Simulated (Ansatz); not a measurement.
# BH6NSn: up Jacob's ladder to CCSD(T)

An exercise on one series of results from a longer session: the logs are not shown, and one member is left open.

Method: functionals in def2-TZVPP, the program's frozen cores in correlated methods; program: Ansatz 0.2.0, Gaussian basis.

Levels to be run: LDA (SPW92), PBE-D4, revPBE-D4, BLYP-D4, r2SCAN-D4, B97M-V, PBE0-D4, B3LYP-D4, r2SCANh-D4, r2SCAN0-D4, HSE06-D4, BHLYP-D4, CAM-B3LYP-D4, LC-ωPBE, ωB97X-V, ωB97M-V, B2PLYP, PBE-QIDH; CCSD(T)/def2-SVP; CCSD(T)/def2-TZVPP; MP2/def2-QZVPP; extrapolation to the limit; RPA on PBE.

### The geometry

The geometry comes from an earlier relaxation with PBE0-D4 in a triple-zeta def2 set; it is a stationary point, not always the lowest conformer. Sn takes the def2 core potential; no spin-orbit term is included.

SMILES `[BH2][SnH2][NH2]`, 9 atoms, charge 0, spin multiplicity 1.

Atoms are counted from 1 here; the program's logs count them from 0.

Bond lengths: B1–Sn2 2.242 Å, B1–H4 1.194 Å, B1–H5 1.194 Å, Sn2–N3 2.040 Å, Sn2–H6 1.710 Å, Sn2–H7 1.725 Å, N3–H8 1.012 Å, N3–H9 1.012 Å. Angles: Sn2–B1–H4 120.9°, Sn2–B1–H5 120.7°, H4–B1–H5 118.4°, B1–Sn2–N3 108.5°, B1–Sn2–H6 114.5°, B1–Sn2–H7 110.5°, N3–Sn2–H6 104.3°, N3–Sn2–H7 112.0°, H6–Sn2–H7 106.9°, Sn2–N3–H8 112.9°, Sn2–N3–H9 113.3°, H8–N3–H9 107.1°.

Set-up of the first run:

File in.yaml:

```yaml
crystal:
  periodic: [false, false, false]
  atoms:
    - {symbol: B, position_ang: [-1.173105, 0.583400, -1.329898]}
    - {symbol: Sn, position_ang: [0.620339, 0.352507, -0.004934]}
    - {symbol: N, position_ang: [0.142444, -0.924142, 1.512760]}
    - {symbol: H, position_ang: [-2.092131, -0.175388, -1.254560]}
    - {symbol: H, position_ang: [-1.223724, 1.457388, -2.142030]}
    - {symbol: H, position_ang: [1.107162, 1.787512, 0.787993]}
    - {symbol: H, position_ang: [1.976704, -0.203720, -0.914729]}
    - {symbol: H, position_ang: [-0.181626, -1.824475, 1.181982]}
    - {symbol: H, position_ang: [0.912336, -1.099481, 2.146314]}
basis:
  gaussian: {orbitals: def2-TZVPP}
hamiltonian: {xc: lda}
output: {orbitals: {seedname: orbitals}}
```

Command:

```console
$ ansatz run in.yaml --threads 2 --pin off --events-out ev --progress --plain --max-ram 4352MiB
```

Steps of the session up to this table: LDA; PBE-D4 (GGA); revPBE-D4 (GGA); BLYP-D4 (GGA); r2SCAN-D4 (meta-GGA); B97M-V (meta-GGA); PBE0-D4 (hybrid); B3LYP-D4 (hybrid); r2SCANh-D4 (hybrid); r2SCAN0-D4 (hybrid); HSE06-D4 (hybrid); BHLYP-D4 (hybrid); CAM-B3LYP-D4 (range-separated); LC-ωPBE (range-separated); ωB97X-V (range-separated); ωB97M-V (range-separated); B2PLYP (double hybrid); PBE-QIDH (double hybrid).

One of the session's tables, all rows but one given; the rest of the session is left out.

It belongs to the step «Frontier levels by functional». 

| functional | HOMO (eV) | LUMO (eV) | gap (eV) |
| --- | --- | --- | --- |
| LDA (SPW92) | -5.75 | -3.81 | 1.94 |
| PBE-D4 | -5.63 | -3.55 | 2.07 |
| revPBE-D4 | -5.57 | -3.44 | 2.14 |
| BLYP-D4 | -5.50 | -3.39 | 2.12 |
| r2SCAN-D4 | -5.91 | -3.20 | 2.71 |
| B97M-V | -6.04 | -3.32 | 2.72 |
| PBE0-D4 | -7.01 | -2.55 | 4.46 |
| B3LYP-D4 | -6.77 | -2.76 | 4.01 |
| r2SCANh-D4 | -6.42 | -2.85 | 3.57 |
| r2SCAN0-D4 | -7.21 | -2.35 | 4.86 |
| HSE06-D4 | -6.60 | -2.93 | 3.67 |
| BHLYP-D4 | -8.30 | -1.49 | 6.81 |
| CAM-B3LYP-D4 | ? | ? | ? |
| LC-ωPBE | -9.79 | -0.22 | 9.57 |
| ωB97X-V | -9.43 | -0.34 | 9.09 |
| ωB97M-V | -9.33 | -0.60 | 8.73 |

Estimate the missing values for CAM-B3LYP-D4.

The run gave: HOMO (eV): -8.40; LUMO (eV): -1.43; gap (eV): 6.97. In the column «HOMO (eV)» it lies between ωB97M-V (-9.33) and BHLYP-D4 (-8.30).
